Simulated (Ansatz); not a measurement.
**C3H6SSi: one species, many methods**

Aim: compute C3H6SSi with functionals from several rungs and with coupled cluster. The yardstick is the atomisation energy at the CCSD(T) limit.

Program: Ansatz 0.2.0, Gaussian basis. Level of theory: functionals in def2-TZVPP, the program's frozen cores in correlated methods. These are calculated values, not measurements.

Plan: LDA (SPW92), PBE-D4, revPBE-D4, BLYP-D4, r2SCAN-D4, B97M-V, PBE0-D4, B3LYP-D4, r2SCANh-D4, r2SCAN0-D4, HSE06-D4, BHLYP-D4, CAM-B3LYP-D4, LC-ωPBE, ωB97X-V, ωB97M-V, B2PLYP, PBE-QIDH; CCSD(T)/def2-SVP; CCSD(T)/def2-TZVPP; MP2/def2-QZVPP; extrapolation to the limit; RPA on PBE.

**1. The relaxed structure**

All runs share one geometry, relaxed beforehand with PBE0-D4 in a triple-zeta def2 set.

11 atoms, charge 0, spin multiplicity 1.

Atoms are counted from 1 here; the program's logs count them from 0.

Bond lengths: Si1–C2 1.882 Å, Si1–H6 1.487 Å, Si1–H7 1.483 Å, Si1–H8 1.490 Å, C2–C3 1.496 Å, C2–S5 1.848 Å, C2–H9 1.093 Å, C3–C4 1.338 Å, C3–H10 1.082 Å, C4–S5 1.757 Å, C4–H11 1.081 Å. Angles: C2–Si1–H6 110.0°, C2–Si1–H7 108.6°, C2–Si1–H8 109.5°, H6–Si1–H7 110.6°, H6–Si1–H8 108.4°, H7–Si1–H8 109.7°, Si1–C2–C3 114.7°, Si1–C2–S5 109.4°, Si1–C2–H9 113.3°, C3–C2–S5 88.6°, C3–C2–H9 116.3°, S5–C2–H9 111.9°, C2–C3–C4 99.6°, C2–C3–H10 128.8°, C4–C3–H10 131.5°, C3–C4–S5 97.8°, C3–C4–H11 134.4°, S5–C4–H11 127.7° and more.

**2. LDA**

This LDA is Slater exchange with PW92 correlation.

File in.yaml:

```yaml
crystal:
  periodic: [false, false, false]
  atoms:
    - {symbol: Si, position_ang: [-1.514010, -0.100120, 0.619811]}
    - {symbol: C, position_ang: [0.268991, 0.483159, 0.464152]}
    - {symbol: C, position_ang: [1.206674, -0.523317, -0.124023]}
    - {symbol: C, position_ang: [1.424763, 0.044056, -1.316269]}
    - {symbol: S, position_ang: [0.453047, 1.487661, -1.075984]}
    - {symbol: H, position_ang: [-2.408192, 1.058644, 0.879430]}
    - {symbol: H, position_ang: [-1.898633, -0.784273, -0.638072]}
    - {symbol: H, position_ang: [-1.629271, -1.048510, 1.762823]}
    - {symbol: H, position_ang: [0.626249, 1.020713, 1.345955]}
    - {symbol: H, position_ang: [1.556144, -1.454991, 0.302156]}
    - {symbol: H, position_ang: [1.979641, -0.240022, -2.199478]}
basis:
  gaussian: {orbitals: def2-TZVPP}
hamiltonian: {xc: lda}
output: {orbitals: {seedname: orbitals}}
```

The runs that follow: PBE-D4 (GGA); revPBE-D4 (GGA); BLYP-D4 (GGA); r2SCAN-D4 (meta-GGA); B97M-V (meta-GGA); PBE0-D4 (hybrid); B3LYP-D4 (hybrid); r2SCANh-D4 (hybrid); r2SCAN0-D4 (hybrid); HSE06-D4 (hybrid); BHLYP-D4 (hybrid); CAM-B3LYP-D4 (range-separated); LC-ωPBE (range-separated); ωB97X-V (range-separated); ωB97M-V (range-separated); B2PLYP (double hybrid); PBE-QIDH (double hybrid); CCSD(T) in def2-SVP; CCSD(T) in def2-TZVPP; MP2 in def2-QZVPP; RPA on PBE orbitals.

Q: Predict the results of all the runs planned. Wanted: atomisation energy, CCSD(T)/CBS; farthest beyond LDA; mean size of error, GGA; mean size of error, meta-GGA; mean size of error, hybrid; mean size of error, range-separated; mean size of error, double hybrid; gap, smallest and largest; T1 diagnostic.

As calculated:

| quantity | value |
| --- | --- |
| atomisation energy, CCSD(T)/CBS | 4114.6 kJ/mol |
| functionals within 20.6 kJ/mol (0.5 %) | revPBE-D4, BLYP-D4, r2SCAN-D4, B3LYP-D4, r2SCANh-D4, CAM-B3LYP-D4, LC-ωPBE, ωB97X-V, ωB97M-V, PBE-QIDH |
| farthest beyond LDA | BHLYP-D4 (-118.0 kJ/mol) |
| mean size of error, GGA | 43.6 kJ/mol |
| mean size of error, meta-GGA | 23.2 kJ/mol |
| mean size of error, hybrid | 39.8 kJ/mol |
| mean size of error, range-separated | 14.4 kJ/mol |
| mean size of error, double hybrid | 25.6 kJ/mol |
| gap, smallest and largest | 3.94 eV (LDA (SPW92)), 11.04 eV (LC-ωPBE) |
| T1 diagnostic | 0.0131 |
| triples share of the correlation energy | 4.8 % |

What this shows: LDA overbinds by 613.1 kJ/mol (15 %). PBE-D4 misses by +102.5 kJ/mol. Double hybrids carry the basis error of their MP2 part in triple zeta, and no dispersion term here, so their miss is partly the set-up's. By mean error the best rung here is range-separated (14.4 kJ/mol) and the worst beyond LDA is GGA (43.6 kJ/mol). The gap between the best rungs is small, so their order is not settled. The reference freezes the cores and leaves out relativity and excitations past (T), so misses under about 20.6 kJ/mol can't be ranked. Hartree-Fock recovers 73 % of the binding; the rest is correlation. CCSD(T) in def2-SVP is off by -228.3 kJ/mol, so the small basis spoils what the method gains. Orbital gaps span 3.9 to 11.0 eV; exact exchange widens them.
